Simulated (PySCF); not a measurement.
# BCl₄−: a look at the electrons

Aim: take BCl₄− and localise its valence orbitals, see where an electron leaves and enters and analyse its density (charges, bond critical points, surface potential).

Program: PySCF 2.14.0. Level of theory: levels as typed in each script, gas phase, geometry from GFN2-xTB. These are calculated values, not measurements.

1 further run of the same task is left out (it didn't finish).

### 1 Where the work starts

5 atoms, charge -1, spin multiplicity 1.

Bond lengths: Cl1–B2 1.849 Å, B2–Cl3 1.849 Å, B2–Cl4 1.849 Å, B2–Cl5 1.849 Å. Angles: Cl1–B2–Cl3 109.4°, Cl1–B2–Cl4 109.5°, Cl1–B2–Cl5 109.5°, Cl3–B2–Cl4 109.5°, Cl3–B2–Cl5 109.5°, Cl4–B2–Cl5 109.5°.

As a file:

```xyz
5
BCl4
Cl    1.0680    0.8924    1.2175
B    -0.0001   -0.0002    0.0001
Cl    1.0680   -0.8923   -1.2175
Cl   -1.0680    1.2179   -0.8921
Cl   -1.0680   -1.2179    0.8921
```

### 2 Localised orbitals (B3LYP/def2-tzvp)

The input, input.py:

```python
import numpy as np
from pyscf import gto, scf, dft, lo
from pyscf.data.elements import chemcore

def solve(mol, dm0=None, hcore=None):
    mf = (dft.UKS if mol.spin else dft.RKS)(mol, xc='b3lyp')
    mf.grids.level = 3
    mf = mf.density_fit(auxbasis='def2-universal-jkfit')
    mf.conv_tol, mf.max_cycle = 1e-8, 80
    if hcore is not None:
        mf.get_hcore = lambda *args: hcore
    mf.kernel(dm0)
    if not mf.converged:
        mf = mf.newton().run(mf.mo_coeff, mf.mo_occ, max_cycle=30)
    assert mf.converged, 'SCF not converged'
    return mf

mol = gto.M(atom='''
Cl     1.06799     0.89238     1.21754
B     -0.00007    -0.00020     0.00007
Cl     1.06799    -0.89235    -1.21755
Cl    -1.06798     1.21793    -0.89210
Cl    -1.06798    -1.21790     0.89209
''', basis='def2-tzvp', charge=-1, spin=0, verbose=4)
mf = solve(mol)
occ_all = mf.mo_coeff[:, mf.mo_occ > 0]
occ = occ_all[:, chemcore(mol):]
loc = lo.ibo.ibo(mol, occ, iaos=lo.iao.iao(mol, occ_all))
fock, s = mf.get_fock(), mf.get_ovlp()
ortho = lo.orth_ao(mol, 'meta_lowdin')
ortho = lo.vec_lowdin(lo.iao.iao(mol, occ_all), s)
labels = lo.iao.reference_mol(mol).ao_labels(fmt=None)
vir = lo.vvo.livvo(mol, occ_all, mf.mo_coeff[:, mf.mo_occ == 0])
both = np.hstack([loc, vir])
p = (ortho.T @ s @ both) ** 2
pop = np.array([p[[l[0] == a for l in labels]].sum(0) for a in range(mol.natm)])
spd = np.array([[p[[l[0] == a and l[2][-1] == k for l in labels]].sum(0) for k in 'spd'] for a in range(mol.natm)])
eps = np.einsum('pi,pq,qi->i', both, fock, both)
for i in np.argsort(eps):
    top = np.argsort(-pop[:, i])[:3]
    print('%3d %s %9.4f Eh ' % (i + 1, 'occ' if i < loc.shape[1] else 'vir', eps[i]), '  '.join('%s%d %.3f' % (mol.atom_symbol(a), a + 1, pop[a, i]) for a in top))
np.savez('result.npz', c=both, nocc=loc.shape[1], pop=pop, spd=spd, eps=eps, e=mf.e_tot)
```

On the command line:

```bash
OMP_NUM_THREADS=1 python input.py
```

### 4 Removing and adding an electron (wB97X/aug-cc-pvdz)

The input, input.py:

```python
import numpy as np
from pyscf import gto, scf, dft
from pyscf.scf import atom_ks, atom_hf
from scipy.linalg import block_diag

def solve(mol, dm0=None, hcore=None):
    mf = (dft.UKS if mol.spin else dft.RKS)(mol, xc='wb97x')
    mf.grids.level = 3
    mf = mf.density_fit(auxbasis='def2-universal-jkfit')
    mf.conv_tol, mf.max_cycle = 1e-8, 80
    if hcore is not None:
        mf.get_hcore = lambda *args: hcore
    mf.kernel(dm0)
    if not mf.converged:
        mf = mf.newton().run(mf.mo_coeff, mf.mo_occ, max_cycle=30)
    assert mf.converged, 'SCF not converged'
    return mf

mol = gto.M(atom='''
Cl     1.06799     0.89238     1.21754
B     -0.00007    -0.00020     0.00007
Cl     1.06799    -0.89235    -1.21755
Cl    -1.06798     1.21793    -0.89210
Cl    -1.06798    -1.21790     0.89209
''', basis='aug-cc-pvdz', charge=-1, spin=0, verbose=4)
mf = solve(mol)
out = dict(e0=mf.e_tot, dm0=mf.make_rdm1(), c=mf.mo_coeff, occ=mf.mo_occ, eps=mf.mo_energy)
for name, dq, spin in [('cation', 1, 1)]:
    ion = mol.copy().set(charge=mol.charge + dq, spin=spin).build()
    mi = solve(ion)
    if spin and dq > 0 and mol.nao < 130:
        c, _, stable, _ = mi.stability(return_status=True)
        if not stable:
            mi = solve(ion, mi.make_rdm1(c, mi.mo_occ))
    print(name, 'vertical energy change / eV', (mi.e_tot - mf.e_tot) * 27.211386)
    out.update({'e_' + name: mi.e_tot, 'dm_' + name: mi.make_rdm1(), 's2_' + name: mi.spin_square()[0], 'eps_' + name: mi.mo_energy, 'occ_' + name: mi.mo_occ})
# spherically averaged free atoms, for the promolecule
atm = atom_ks.get_atm_nrks(mol, xc='wb97x')
pro = block_diag(*[(atm[a[0]][2] * atm[a[0]][3]) @ atm[a[0]][2].T for a in mol._atom])
np.savez('result.npz', pro=pro, **out)
```

### 5 Density, bond paths and surface potential (PBE/def2-svpd)

The input, input.py:

```python
import numpy as np
from pyscf import gto, scf, dft
from pyscf.scf import atom_ks, atom_hf
from scipy.linalg import block_diag

def solve(mol, dm0=None, hcore=None):
    mf = (dft.UKS if mol.spin else dft.RKS)(mol, xc='pbe')
    mf.grids.level = 3
    mf = mf.density_fit(auxbasis='def2-universal-jkfit')
    mf.conv_tol, mf.max_cycle = 1e-8, 80
    if hcore is not None:
        mf.get_hcore = lambda *args: hcore
    mf.kernel(dm0)
    if not mf.converged:
        mf = mf.newton().run(mf.mo_coeff, mf.mo_occ, max_cycle=30)
    assert mf.converged, 'SCF not converged'
    return mf

mol = gto.M(atom='''
Cl     1.06799     0.89238     1.21754
B     -0.00007    -0.00020     0.00007
Cl     1.06799    -0.89235    -1.21755
Cl    -1.06798     1.21793    -0.89210
Cl    -1.06798    -1.21790     0.89209
''', basis='def2-svpd', charge=-1, spin=0, verbose=4)
mf = solve(mol)
mf.analyze()
# spherically averaged free atoms, for the promolecule
atm = atom_ks.get_atm_nrks(mol, xc='pbe')
pro = block_diag(*[(atm[a[0]][2] * atm[a[0]][3]) @ atm[a[0]][2].T for a in mol._atom])
np.savez('result.npz', e=mf.e_tot, c=mf.mo_coeff, occ=mf.mo_occ, eps=mf.mo_energy, pro=pro, dip=mf.dip_moment(verbose=0), s2=mf.spin_square()[0])
```

(Steps that only read results are left out.)

Before running it: what results should come out? Wanted: dipole moment; HOMO, LUMO.

The runs gave:

| quantity | value |
| --- | --- |
| localised occupied orbitals above −45 eV (B3LYP/def2-tzvp) | 16 |
| dipole moment (PBE/def2-svpd) | 0.00 D |
| HOMO, LUMO (PBE/def2-svpd) | -2.41, 3.22 eV |

**Reading.** At PBE/def2-svpd: The highest Hirshfeld charge is on B2 (+0.04 e), the lowest on Cl1, Cl3, Cl4 and Cl5 (−0.26 e). The geometry was not optimised at these levels.
